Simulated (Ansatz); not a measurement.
# Si2Ni: the cost of one run

Program: Ansatz 0.2.0. Level of theory: DFT LDA, scalar-relativistic, plane waves, PAW. These are calculated values, not measurements.

The COD entry's cell or inner coordinates are ideal or old and differ from later refinements, so a difference from it is no clean test against experiment.

28 further runs of the same task are left out: 28 set aside as unsound or not needed.

### Step 1. The starting structure

Symmetry: Fm-3m, No. 225, cubic system. The conventional cell has a = 5.009 Å, b = 5.009 Å, c = 5.009 Å, α = 90.00°, β = 90.00°, γ = 90.00°. Si (site symmetry -43m) has 4 Ni at 2.17 Å as nearest neighbours. Ni (site symmetry m-3m) has 8 Si at 2.17 Å as nearest neighbours.

Structure file:

```
Si Ni
1.0
     0.00000    2.50426    2.50426
     2.50426    0.00000    2.50426
     2.50426    2.50426    0.00000
Si Ni
2 1
Cartesian
  1.2521 1.2521 1.2521
  3.7564 3.7564 3.7564
  0.0000 0.0000 0.0000
```

### Step 2. Volume 10.470 Å³ an atom, total moment held at 0.500 muB a cell

File input.yaml:

```yaml
crystal:
  lattice:
    - [0.0, 2.5042594055, 2.5042594055]
    - [2.5042594055, 0.0, 2.5042594055]
    - [2.5042594055, 2.5042594055, 0.0]
  atoms:
    - { symbol: Si, position: [0.25, 0.25, 0.25] }
    - { symbol: Si, position: [0.75, 0.75, 0.75] }
    - { symbol: Ni, position: [0.0, 0.0, 0.0], spin: 0.5 }
basis:
  ecutwfc: 520.0
kpoints:
  mp_grid: { grid: [14, 14, 14] }
hamiltonian:
  xc: lda
  pseudopotentials: { kind: paw, azcp: { folder: soft_1 } }
scf:
  occupations: { method: gaussian, width: 0.15 }
  lower_state_search: "off"
output:
  forces: true
  stress: true
  eigenvalues: true
  populations: true
magnetization:
  spin_polarized: true
  initial_magnetization: 0.5
  spin_locking: { lock_magnetization: hard }
```

Command:

```bash
$ ansatz run input.yaml --threads 2 --pin off --max-ram 4096MiB --backend cpu --events-out ev --progress --plain --runs-dir out
```

**Question.** How long does this run take on 2 threads of Arm Neoverse N1, shared host, and how much memory does it need?

About 12 s, with a peak of 0.38 GiB.
